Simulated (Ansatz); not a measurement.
This script drives Ansatz 0.2.0 through its Python package.

`cl2fh2nsi.py`:
```python
'''Vibrations and zero-point energy of Cl2FH2NSi.'''

import itertools
import warnings

import ansatz as az
from ase.data import atomic_numbers, covalent_radii
import numpy as np

warnings.simplefilter('ignore', az.DeckWarning)

geometry_ang = [
    ('N', [-0.9887, 0.1287, 0.5146]),
    ('Si', [0.5681, -0.0433, 0.029]),
    ('F', [1.2227, -1.0475, 1.0437]),
    ('Cl', [0.6609, -0.8011, -1.8579]),
    ('Cl', [1.5468, 1.7341, -0.0706]),
    ('H', [-1.4677, -0.7296, 0.526]),
    ('H', [-1.4809, 0.6907, -0.2306]),
]
molecule = az.Crystal.molecule()
for symbol, xyz in geometry_ang:
    molecule = molecule.atom(symbol, xyz)

model = molecule.calculation()
model = model.basis(gaussian='6-31G*')
model = model.functional('hf')
symbols = [site.symbol for site in molecule.cartesian_sites]
start = np.array([site.position_ang for site in molecule.cartesian_sites], dtype=float)
data = model.relax(force_tolerance=0.003).run(threads=1, backend='cpu').report
end = np.array(data['positions_ang'])

# pairs closer than 1.2 times the sum of covalent radii, before or after
radius = [covalent_radii[atomic_numbers[s]] for s in symbols]
span = lambda where, i, j: np.linalg.norm(where[i] - where[j])
bonded = [(i, j) for i, j in itertools.combinations(range(len(symbols)), 2) if min(span(start, i, j), span(end, i, j)) < 1.2 * (radius[i] + radius[j])]
print('pair        before    after (A)')
for i, j in bonded:
    print(f'{symbols[i]}{i}-{symbols[j]}{j}'.ljust(10), f'{span(start, i, j):8.4f} {span(end, i, j):8.4f}')

# same settings at the minimum
minimum = az.Crystal.molecule()
for symbol, place in zip(symbols, end):
    minimum = minimum.atom(symbol, place.tolist())
vibrating = minimum.calculation().basis(gaussian='6-31G*').functional('hf').phonons(temperatures=(100, 500, 100))
vib = vibrating.run(threads=1, backend='cpu').report['vibrations']
sums = vib['harmonic_sums']
modes = [m['omega_inv_cm'] for m in sums['modes_at_gamma'] if m['rigid_motion'] == 'no']
for number, w in enumerate(modes, start=1):
    print(f'mode {number:2d} {w:9.1f} 1/cm {w / 8065.544 * 1000:8.2f} meV')
print('imaginary modes:', sum(w < 0 for w in modes), ' zero-point energy:', round(sums['zero_point_energy_ev'], 4), 'eV')
print('T (K)   F_vib (eV)   S_vib (meV/K)   C_vib (meV/K)')
for row in zip(sums['temperatures_k'], sums['vibrational_free_energy_ev'], vib['entropy_ev_per_k'], vib['heat_capacity_ev_per_k']):
    print(f'{row[0]:6.1f} {row[1]:11.4f} {1000 * row[2]:13.4f} {1000 * row[3]:15.4f}')
```

It is started by `python cl2fh2nsi.py`. Estimate its wall time and peak memory on 1 thread of Arm Neoverse V2, with other jobs on the host.

It took about 110 s, with a peak of 0.26 GiB, for 2 runs of the engine.

```console
$ python cl2fh2nsi.py
pair        before    after (A)
N0-Si1       1.6398   1.6786
N0-H5        0.9830   0.9974
N0-H6        1.0552   0.9974
Si1-F2       1.5705   1.5794
Si1-Cl3      2.0355   2.0348
Si1-Cl4      2.0315   2.0348
mode  1     135.5 1/cm    16.79 meV
mode  2     174.9 1/cm    21.69 meV
mode  3     287.6 1/cm    35.66 meV
mode  4     292.7 1/cm    36.29 meV
mode  5     303.4 1/cm    37.61 meV
mode  6     315.0 1/cm    39.05 meV
mode  7     345.8 1/cm    42.87 meV
mode  8     540.7 1/cm    67.04 meV
mode  9     637.5 1/cm    79.04 meV
mode 10     924.3 1/cm   114.60 meV
mode 11     924.7 1/cm   114.64 meV
mode 12    1036.6 1/cm   128.52 meV
mode 13    1751.6 1/cm   217.17 meV
mode 14    3811.1 1/cm   472.51 meV
mode 15    3913.2 1/cm   485.17 meV
imaginary modes: 0  zero-point energy: 0.9543 eV
T (K)   F_vib (eV)   S_vib (meV/K)   C_vib (meV/K)
 100.0      0.9517        0.0965          0.2220
 200.0      0.9298        0.3464          0.5047
 300.0      0.8830        0.5855          0.6742
 400.0      0.8137        0.7960          0.7873
 500.0      0.7246        0.9806          0.8656
```

The frequencies are harmonic and unscaled, in a modest basis. The result belongs to the one conformer reached from this start, and soft torsions count as harmonic oscillators.
